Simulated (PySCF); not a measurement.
# Hg2OF2: forces at shaken geometries

How stiff is Hg2OF2? Its atoms are displaced at random by several amounts. It is a constructed species; whether it can be made isn't addressed.

The runs use PySCF 2.14.0; PBE, Hg def2-SVP with ECP60, O def2-SVP, F def2-SVP; scalar-relativistic core potentials, no spin–orbit coupling.

4 further runs of the same task are left out: 2 for a known fault of the program, 2 that didn't finish.

## 1. Where the work starts

5 atoms, charge 0, spin multiplicity 1.

Bond lengths: Hg1–O3 1.983 Å, Hg1–F4 1.952 Å, Hg2–O3 1.983 Å, Hg2–F5 1.952 Å. Angles: O3–Hg1–F4 176.3°, O3–Hg2–F5 176.3°, Hg1–O3–Hg2 116.4°.

Geometry (Å):

```xyz
5
charge 0, multiplicity 1
Hg   -0.1328   -0.1520    1.6851
Hg   -0.1328   -0.1520   -1.6851
O    -0.8205   -0.9388    0.0000
F     0.4715    0.5395    3.4071
F     0.4715    0.5395   -3.4071
```

Formal oxidation states: Hg +2. An earlier session relaxed this geometry at PBE, Hg def2-SVP with ECP60, O def2-SVP, F def2-SVP (singlet, point group C2v).

Its energy there is -581.437836 Eh.

## 2. Atoms moved at random, σ = 0.03 Å

run.py (the lines that set the calculation)

```python
mol = gto.M(atom='''
Hg    -0.12208    -0.15334     1.64779
Hg    -0.13474    -0.21493    -1.67644
O     -0.82798    -0.92563    -0.00414
F      0.47564     0.53811     3.43914
F      0.46607     0.59205    -3.40634''',
    basis={'Hg': 'def2-SVP', 'O': 'def2-SVP', 'F': 'def2-SVP'},
    ecp={'Hg': 'def2-SVP'},
    charge=0, spin=0)
mf = dft.RKS(mol, xc='PBE')
mf.grids.atom_grid = (50, 194)
mf = mf.density_fit()  # fitting sets: Hg def2-universal-JKFIT, O def2-universal-JKFIT, F def2-universal-JKFIT
mf.conv_tol = 1e-08; mf.max_cycle = 55
mf.kernel(dm0)  # dm0: the density of the relaxed state
```

Run with:

```bash
$ OMP_NUM_THREADS=2 python run.py
```

The program printed:

```text
init E= -581.419470986528
  HOMO = -0.255517899565387  LUMO = -0.141034752308098  gap/eV = 3.11525
cycle= 1 E= -581.432664715909  delta_E= -0.0132  |g|= 0.0821  |ddm|= 0.225
  HOMO = -0.259903510661172  LUMO = -0.140808611635688  gap/eV = 3.24074
cycle= 2 E= -581.414939304114  delta_E= 0.0177  |g|= 0.308  |ddm|= 0.304
  HOMO = -0.252870038364758  LUMO = -0.137186235399295  gap/eV = 3.14792
cycle= 3 E= -581.433670161322  delta_E= -0.0187  |g|= 0.0438  |ddm|= 0.258
  HOMO = -0.255011852679064  LUMO = -0.138054732313005  gap/eV = 3.18257
cycle= 4 E= -581.43399871345  delta_E= -0.000329  |g|= 0.0112  |ddm|= 0.04
  HOMO = -0.254173985274299  LUMO = -0.13773185156726  gap/eV = 3.16855
cycle= 5 E= -581.434019146379  delta_E= -2.04e-05  |g|= 0.00525  |ddm|= 0.0138
  HOMO = -0.254349866872307  LUMO = -0.137814676599305  gap/eV = 3.17108
cycle= 6 E= -581.43402436812  delta_E= -5.22e-06  |g|= 0.000693  |ddm|= 0.00504
  HOMO = -0.254328328823117  LUMO = -0.137805429478959  gap/eV = 3.17075
cycle= 7 E= -581.434024441495  delta_E= -7.34e-08  |g|= 0.000192  |ddm|= 0.000646
  HOMO = -0.254332624310855  LUMO = -0.137807209332617  gap/eV = 3.17082
cycle= 8 E= -581.434024443852  delta_E= -2.36e-09  |g|= 0.00016  |ddm|= 0.000258
  HOMO = -0.254335524686969  LUMO = -0.137808709420668  gap/eV = 3.17086
cycle= 9 E= -581.434024448786  delta_E= -4.93e-09  |g|= 1.66e-05  |ddm|= 0.000141
  HOMO = -0.254338945907502  LUMO = -0.137809676666016  gap/eV = 3.17092
Extra cycle  E= -581.434024447972  delta_E= 8.14e-10  |g|= 6.51e-05  |ddm|= 6.73e-05
converged SCF energy = -581.434024447972
```

Run time: 5.9 s. Hardware: 2 threads of Arm Neoverse N1, shared host.

Result: E = -581.434024 Eh (+0.104 eV from the relaxed state), HOMO -6.92 eV, LUMO -3.75 eV, Mulliken charge on Hg1 +0.65 e, largest force component 1.648 eV/Å. 

```
atom      Fx      Fy  Fz (eV/Å)
 Hg1   0.479   0.660      1.648
 Hg2   0.520   0.999     -1.566
  O3  -0.461  -0.644      0.140
  F4  -0.293  -0.440     -1.058
  F5  -0.245  -0.575      0.836
```

## 3. Atoms moved at random, σ = 0.1 Å

run.py (the lines that set the calculation)

```python
mol = gto.M(atom='''
Hg    -0.01264    -0.12882     1.78529
Hg    -0.29511    -0.02250    -1.76179
O     -0.61378    -1.05854     0.04522
F      0.39546     0.58564     3.43513
F      0.38298     0.46049    -3.50384''',
    basis={'Hg': 'def2-SVP', 'O': 'def2-SVP', 'F': 'def2-SVP'},
    ecp={'Hg': 'def2-SVP'},
    charge=0, spin=0)
mf = dft.RKS(mol, xc='PBE')
mf.grids.atom_grid = (50, 194)
mf = mf.density_fit()  # fitting sets: Hg def2-universal-JKFIT, O def2-universal-JKFIT, F def2-universal-JKFIT
mf.conv_tol = 1e-08; mf.max_cycle = 55
mf.kernel(dm0)  # dm0: the density of the relaxed state
```

Run with:

```bash
$ OMP_NUM_THREADS=2 python run.py
```

The program printed:

```text
init E= -581.417299281657
  HOMO = -0.256924281153214  LUMO = -0.152921112135594  gap/eV = 2.83007
cycle= 1 E= -581.412600183243  delta_E= 0.0047  |g|= 0.184  |ddm|= 0.732
  HOMO = -0.202083191503849  LUMO = -0.122360232194467  gap/eV = 2.16937
cycle= 2 E= -581.333100972103  delta_E= 0.0795  |g|= 0.649  |ddm|= 0.676
  HOMO = -0.24628060690759  LUMO = -0.137017237408315  gap/eV = 2.97321
cycle= 3 E= -581.412314042286  delta_E= -0.0792  |g|= 0.191  |ddm|= 0.623
  HOMO = -0.234676901558185  LUMO = -0.136126946338209  gap/eV = 2.68168
cycle= 4 E= -581.419749355957  delta_E= -0.00744  |g|= 0.0425  |ddm|= 0.209
  HOMO = -0.237696994067075  LUMO = -0.137714599460928  gap/eV = 2.72066
cycle= 5 E= -581.420052743032  delta_E= -0.000303  |g|= 0.0154  |ddm|= 0.0448
  HOMO = -0.237571255442212  LUMO = -0.137565319142642  gap/eV = 2.72130
cycle= 6 E= -581.420095942036  delta_E= -4.32e-05  |g|= 0.00313  |ddm|= 0.0156
  HOMO = -0.237596352978077  LUMO = -0.137606778222533  gap/eV = 2.72085
cycle= 7 E= -581.42009784103  delta_E= -1.9e-06  |g|= 0.000797  |ddm|= 0.0041
  HOMO = -0.237620895892086  LUMO = -0.137589006735123  gap/eV = 2.72201
cycle= 8 E= -581.420097993136  delta_E= -1.52e-07  |g|= 0.000199  |ddm|= 0.00121
  HOMO = -0.237627042539696  LUMO = -0.1375954056033  gap/eV = 2.72200
cycle= 9 E= -581.420097999558  delta_E= -6.42e-09  |g|= 9.32e-05  |ddm|= 0.000233
  HOMO = -0.23763483207507  LUMO = -0.13759421607012  gap/eV = 2.72224
Extra cycle  E= -581.420097984954  delta_E= 1.46e-08  |g|= 0.000288  |ddm|= 0.000317
converged SCF energy = -581.420097984954
```

Wall time 5.7 s (2 threads of Arm Neoverse N1, shared host).

Result: E = -581.420098 Eh (+0.483 eV from the relaxed state), HOMO -6.47 eV, LUMO -3.74 eV, Mulliken charge on Hg1 +0.64 e, largest force component 4.102 eV/Å. 

```
atom      Fx      Fy  Fz (eV/Å)
 Hg1  -1.283  -1.825     -4.102
 Hg2   0.116  -1.467      2.167
  O3   0.419   1.533     -0.169
  F4   0.794   1.255      2.862
  F5  -0.046   0.504     -0.758
```

## 4. Atoms moved at random, σ = 0.06 Å

run.py (the lines that set the calculation)

```python
mol = gto.M(atom='''
Hg    -0.25020    -0.08329     1.61220
Hg    -0.17650    -0.21981    -1.56058
O     -0.82461    -1.00672    -0.06156
F      0.53930     0.57741     3.43511
F      0.56892     0.56868    -3.42517''',
    basis={'Hg': 'def2-SVP', 'O': 'def2-SVP', 'F': 'def2-SVP'},
    ecp={'Hg': 'def2-SVP'},
    charge=0, spin=0)
mf = dft.RKS(mol, xc='PBE')
mf.grids.atom_grid = (50, 194)
mf = mf.density_fit()  # fitting sets: Hg def2-universal-JKFIT, O def2-universal-JKFIT, F def2-universal-JKFIT
mf.conv_tol = 1e-08; mf.max_cycle = 55
mf.kernel(dm0)  # dm0: the density of the relaxed state
```

Run with:

```bash
$ OMP_NUM_THREADS=2 python run.py
```

The program printed:

```text
init E= -581.369745981703
  HOMO = -0.277446739905837  LUMO = -0.173827690780708  gap/eV = 2.81962
cycle= 1 E= -581.389700732917  delta_E= -0.02  |g|= 0.247  |ddm|= 0.601
  HOMO = -0.20440785522966  LUMO = -0.161744239150586  gap/eV = 1.16094
cycle= 2 E= -581.176507913849  delta_E= 0.213  |g|= 1.05  |ddm|= 1.06
  HOMO = -0.25765674253631  LUMO = -0.153391056645297  gap/eV = 2.83721
cycle= 3 E= -581.400338931405  delta_E= -0.224  |g|= 0.108  |ddm|= 0.901
  HOMO = -0.253597244283665  LUMO = -0.154795612320257  gap/eV = 2.68853
cycle= 4 E= -581.40181500622  delta_E= -0.00148  |g|= 0.0559  |ddm|= 0.147
  HOMO = -0.256435492285013  LUMO = -0.156440600859352  gap/eV = 2.72100
cycle= 5 E= -581.40230409002  delta_E= -0.000489  |g|= 0.0243  |ddm|= 0.0667
  HOMO = -0.256481098092968  LUMO = -0.155560878750439  gap/eV = 2.74618
cycle= 6 E= -581.402417905381  delta_E= -0.000114  |g|= 0.00599  |ddm|= 0.0233
  HOMO = -0.25607114239939  LUMO = -0.155587948037912  gap/eV = 2.73429
cycle= 7 E= -581.402422883428  delta_E= -4.98e-06  |g|= 0.00327  |ddm|= 0.0074
  HOMO = -0.256272186324867  LUMO = -0.155614866619896  gap/eV = 2.73903
cycle= 8 E= -581.40242508449  delta_E= -2.2e-06  |g|= 0.000506  |ddm|= 0.00301
  HOMO = -0.256316228044358  LUMO = -0.155602309978338  gap/eV = 2.74057
cycle= 9 E= -581.402425140269  delta_E= -5.58e-08  |g|= 0.000108  |ddm|= 0.000662
  HOMO = -0.25631864614536  LUMO = -0.155606355441996  gap/eV = 2.74052
cycle= 10 E= -581.402425142636  delta_E= -2.37e-09  |g|= 3.65e-05  |ddm|= 0.000165
  HOMO = -0.256326086594096  LUMO = -0.155606395111274  gap/eV = 2.74072
Extra cycle  E= -581.402425141832  delta_E= 8.04e-10  |g|= 7.26e-05  |ddm|= 0.000111
converged SCF energy = -581.402425141832
```

It took 6.2 s on 2 threads of Arm Neoverse N1, shared host.

It gives: E = -581.402425 Eh (+0.964 eV from the relaxed state), HOMO -6.97 eV, LUMO -4.23 eV, Mulliken charge on Hg1 +0.66 e, largest force component 6.960 eV/Å. 

```
atom      Fx      Fy  Fz (eV/Å)
 Hg1   1.133   0.416      2.336
 Hg2   2.751   3.115     -6.960
  O3  -1.877  -1.965      4.031
  F4  -0.996  -0.530     -1.893
  F5  -1.011  -1.037      2.486
```

## 5. The displacements side by side

| σ (Å) | energy rise (eV) | harmonic estimate −½ F·u (eV) | largest force component (eV/Å) |
| --- | --- | --- | --- |
| 0.03 | 0.104 | 0.102 | 1.65 |
| 0.1 | 0.483 | 0.486 | 4.10 |
| 0.06 | 0.964 | 0.947 | 6.96 |

Every displacement raises the energy. For a harmonic well the rise equals −½ F·u; the two differ by at most 2 % here (a move with σ = 0.03 Å), from anharmonicity, the grid and the small forces left at the relaxed point. These are double-zeta-type bases without diffuse functions. Spin–orbit coupling is left out.
